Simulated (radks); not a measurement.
**Hg inside a hard spherical wall**

An exercise on one series of results from a longer session: the logs are not shown, and one member is left open.

The numbers are computed with radks (a radial shooting solver on a logarithmic mesh, Libxc functionals) version 1 (scalar-relativistic Kohn-Sham, PBE, spin-unpolarised, spherical densities, point nucleus), except any that are marked as measured or tabulated.

## The system

* element: mercury (Z = 80)
* charge: 0
* electrons: 80
* configuration: [Hg]

Outer shells as boxes (Hund's rule):

Hg
```
[Xe] core
4f [↑↓][↑↓][↑↓][↑↓][↑↓][↑↓][↑↓]
5d [↑↓][↑↓][↑↓][↑↓][↑↓]
6s [↑↓]
```

The first run:

The run's settings:

```text
Z 80
configuration [Hg] 6p0 7s0 5f0
relativity scalar-relativistic
functional pbe,pbe
spin unpolarised
nucleus point
c 137.035999084
```

Among the steps run: The free atom; Wall at 15 bohr; Wall at 10 bohr; Wall at 8 bohr; Wall at 6 bohr; Wall at 4 bohr; Wall at 3 bohr; Wall at 2 bohr; Wall at 1.5 bohr.

One table of the session follows, with a row left open; its other results are not shown here.

| R (bohr) | E − E(free) (eV) | ε(6s) (eV) | ε(6p, empty) (eV) | ε(7s, empty) (eV) | ε(5f, empty) (eV) |
| --- | --- | --- | --- | --- | --- |
| free | 0.000 | -6.817 | - | - | - |
| 15 | 0.000 | -6.817 | -1.040 | 0.308 | 2.598 |
| 10 | ? | ? | ? | ? | ? |
| 8 | 0.031 | -6.753 | -0.611 | 3.489 | 7.794 |
| 6 | 0.488 | -6.226 | 0.799 | 10.012 | 13.260 |
| 4 | 8.999 | -1.134 | 9.487 | 39.677 | 27.718 |
| 3 | 49.322 | 14.406 | 31.726 | 100.16 | 48.298 |
| 2 | 408.82 | 106.15 | 146.34 | 349.39 | 119.39 |
| 1.5 | 1589.6 | 322.44 | 390.30 | 813.32 | 247.45 |

**Question.** Estimate the row for R (bohr) = 10.

Worked estimate for «E − E(free) (eV)». A straight line through the neighbours (15, 0.000) and (8, 0.031) gives 0.000 + (0.031 − 0.000) × (10 − 15) / (8 − 15) = 0.022; a parabola fitted to 3 rows on both sides gives -0.227.

As computed: E − E(free) (eV): 0.002; ε(6s) (eV): -6.811; ε(6p, empty) (eV): -0.930; ε(7s, empty) (eV): 1.481; ε(5f, empty) (eV): 5.200. In «E − E(free) (eV)» the line misses by +0.020 and the parabola by -0.229. Between these rows the values bend or scatter more than so simple an estimate can follow.

From R = 3 bohr inwards the highest occupied level lies above zero, pushed up by confinement. Shells are not refilled when levels cross, and a hard wall is a model, not a crystal.
